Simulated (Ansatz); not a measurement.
A nudged elastic band was laid between two geometries of a periodic cell of 13 atoms, Zn12H (host Zn, host structure hcp, interstitial H).

The calculation used DFT PBE, scalar-relativistic, plane waves, PAW (Ansatz). Settings: cutoff 420 eV, k mesh 4x3x3, gaussian smearing 0.15 eV, no spin polarisation.

```json
{
  "movable images": "5",
  "climbing image": "yes",
  "spring": "5.0 eV/Å²",
  "optimiser": "quadratic models (default)",
  "start path": "IDPP",
  "force threshold": "0.05 eV/Å",
  "iteration limit": "80",
  "end points": "relaxed"
}
```

Initial state:

```xyz
13
Lattice="5.3200 0.0000 0.0000 -3.9900 6.9109 0.0000 0.0000 0.0000 4.9370" Properties=species:S:1:pos:R:3
Zn 0.094 -0.054 -0.066
Zn 0.102 1.477 2.466
Zn -1.150 2.324 0.107
Zn -1.222 3.812 2.435
Zn -2.575 4.537 -0.120
Zn -2.578 6.077 2.423
Zn 2.750 -0.192 0.097
Zn 2.750 1.486 2.311
Zn 1.355 2.295 -0.027
Zn 1.428 3.793 2.386
Zn 0.120 4.580 -0.083
Zn 0.107 6.079 2.454
H 2.811 1.433 4.180
```

Final state:

```xyz
13
Lattice="5.3200 0.0000 0.0000 -3.9900 6.9109 0.0000 0.0000 0.0000 4.9370" Properties=species:S:1:pos:R:3
Zn -0.090 0.057 -0.165
Zn -0.076 1.732 2.555
Zn -1.441 2.369 -0.030
Zn -1.441 3.863 2.390
Zn -2.757 4.659 -0.087
Zn -2.677 6.152 2.425
Zn 2.557 0.065 -0.013
Zn 2.573 1.588 2.388
Zn 1.239 2.378 -0.039
Zn 1.258 3.912 2.350
Zn -0.109 4.641 -0.022
Zn -0.170 6.117 2.583
H 5.171 0.102 6.657
```

Problem. What changes between the two ends?

Solution. The atom that moves furthest is H13, by 3.67 Å; four of its nearest neighbours are Zn7 1.84, Zn3 1.84, Zn9 1.84, Zn8 1.87 Å at the first end and Zn2 1.83, Zn12 1.84, Zn6 1.84, Zn1 1.89 Å at the last.

Problem. What energy profile does the band end with?

Solution. The forces met the threshold. The highest image is number 4 of 0 to 6, 0.152 eV above the ends, which have the same energy within 2 meV. The profile has 2 maxima (images 1, 4) with wells between them (image 2): this band takes more than one step, which may be the mechanism or a detour left from its start path. By the program's own check the climbing image is a first-order saddle point (lowest curvatures found: -0.25 and 0.15 eV/Å²). Limits of this set-up: coarse k mesh, odd electron count without spin, a small cell, in which the defect meets its images, a typed lattice constant that wasn't relaxed here.

```
image  path coordinate (Å)  energy (eV)
    0                 0.00        0.000
    1                 0.81        0.070
    2                 1.63        0.000
    3                 2.44        0.090
    4                 3.25        0.152
    5                 4.09        0.099
    6                 4.94       -0.001
```

Problem. What is the geometry of the highest image?

Solution. 
```xyz
13
Lattice="5.3200 0.0000 0.0000 -3.9900 6.9109 0.0000 0.0000 0.0000 4.9370" Properties=species:S:1:pos:R:3:forces:R:3
Zn 0.045 -0.029 -0.141 -0.01 0.00 0.01
Zn 0.038 1.590 2.597 0.00 0.00 0.00
Zn -1.333 2.360 -0.045 0.00 -0.01 0.01
Zn -1.322 3.860 2.352 0.00 0.00 0.00
Zn -2.670 4.587 -0.103 0.00 0.00 0.00
Zn -2.650 6.170 2.269 0.00 0.00 0.00
Zn 2.605 -0.037 -0.159 0.01 0.00 0.00
Zn 2.648 1.580 2.571 0.01 0.00 0.00
Zn 1.328 2.305 0.079 0.00 0.00 0.00
Zn 1.346 3.872 2.408 0.00 0.00 0.00
Zn 0.010 4.586 -0.032 0.00 0.00 0.00
Zn 0.007 6.122 2.549 0.00 0.00 0.00
H 3.970 0.676 5.837 0.00 0.01 -0.01
```

Run time: 9.3 min on 4 threads of Intel(R) Xeon(R) Platinum 8488C (Sapphire Rapids) (shared host), peak memory 2.2 GiB.
